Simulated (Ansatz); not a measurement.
# LaBi (Fm-3m): equation of state with a fit in Python

Where is the equilibrium volume of LaBi (Fm-3m), and how stiff is it? A script is to give an equation of state with a fit; the system is LaBi (Fm-3m).

The COD entry's cell or inner coordinates are ideal or old and differ from later refinements, so a difference from it is no clean test against experiment.

Program: Ansatz 0.2.0, driven from Python. Level of theory: DFT LDA, plane waves, PAW. These are calculated values, not measurements.

## Step 1: Starting point

Symmetry: Fm-3m, No. 225, cubic system. Conventional cell: a = 6.565 Å, b = 6.565 Å, c = 6.565 Å, α = 90.00°, β = 90.00°, γ = 90.00°. La (site symmetry m-3m) is surrounded by 6 Bi at 3.28 Å. Bi (site symmetry m-3m) is surrounded by 6 La at 3.28 Å.

The script holds or builds the structure itself.

## Step 2: The code

Input file eos_labi.py:

```python
"""Equation of state of LaBi."""

import ansatz as az
import numpy as np
from scipy.optimize import curve_fit

vectors0 = np.array([
    [0.0, 3.2825, 3.2825],
    [3.2825, 0.0, 3.2825],
    [3.2825, 3.2825, 0.0],
])
sites = [
    ("La", (0.0, 0.0, 0.0)),
    ("Bi", (0.5, 0.5, 0.5)),
]


def make_crystal(cell):
    crystal = az.Crystal(lattice=az.Lattice.of(cell))
    for symbol, position in sites:
        crystal = crystal.atom(symbol, position)
    return crystal

def vinet(v, e0, v0, b0, b1):
    eta = (v / v0) ** (1 / 3)
    return e0 + 2 * b0 * v0 / (b1 - 1) ** 2 * (2 - (5 + 3 * b1 * (eta - 1) - 3 * eta) * np.exp(-1.5 * (b1 - 1) * (eta - 1)))


def main() -> None:
    # uniform scaling of the cell
    volumes, energies, pressures = [], [], []
    for scale in np.linspace(0.88, 1.12, 7):
        cell = vectors0 * scale ** (1 / 3)
        setup = (
            make_crystal(cell).calculation()
            .basis(470)
            .functional("LDA")
            .occupations(az.OccupationsMethod.GAUSSIAN, width=20 * az.meV)
            .scf(extra_bands=2)
            .mixing("anderson")
            .kpoints(7, 7, 7)
            .stress()
        )
        report = setup.run(threads=1).report
        volumes.append(abs(np.linalg.det(cell)) / len(sites))
        energies.append(report["free_energy_ev"] / len(sites))
        pressures.append(np.trace(report["stress_gpa"]) / 3)
        print(f"V = {volumes[-1]:8.4f} A^3/atom  F = {energies[-1]:.5f} eV/atom  P = {pressures[-1]:8.3f} GPa")

    guess = (min(energies), volumes[int(np.argmin(energies))], 0.5, 4.5)
    (e0, v0, b0, b1), _ = curve_fit(vinet, np.array(volumes), np.array(energies), p0=guess, maxfev=20000)
    print(f"Vinet fit: V0 = {v0:.4f} A^3/atom, B0 = {160.21766 * b0:.1f} GPa, B1 = {b1:.2f}")
    print("largest residual", round(1000 * float(np.abs(vinet(np.array(volumes), e0, v0, b0, b1) - energies).max()), 3), "meV/atom")


if __name__ == "__main__":
    main()
```

## Step 3: The run

Launch:

```sh
$ python eos_labi.py
```

**Question.** Estimate the equilibrium volume and the bulk modulus.

The runs gave:

```
                      quantity            value
                 runs compared                7
               range of energy  108.38 meV/atom
lowest point, volume (Å³/atom)           33.954
      equilibrium volume (fit)    34.37 Å³/atom
            bulk modulus (fit)           57 GPa
```

**Reading.** A third-order Birch-Murnaghan fit through the 7 points (the script's own form differs a little) has its minimum at 34.37 Å³ an atom, 2.8 % below the typed cell, with a bulk modulus of 57 GPa. From that minimum the energy rises by 65.1 meV an atom on the compressed side and 109.3 meV on the expanded side. Reading the output:
- For a metal this k-point mesh is coarse: on a finer one energies can move by several to tens of meV an atom and pressures by half a GPa or more, differences at one mesh by less.
- Of the deposited cell: the entry's cell lengths or inner coordinates differ somewhat from later room-temperature determinations.
- Pressure is positive in compression.
- Spin-orbit coupling, which matters for elements this heavy, is left out.
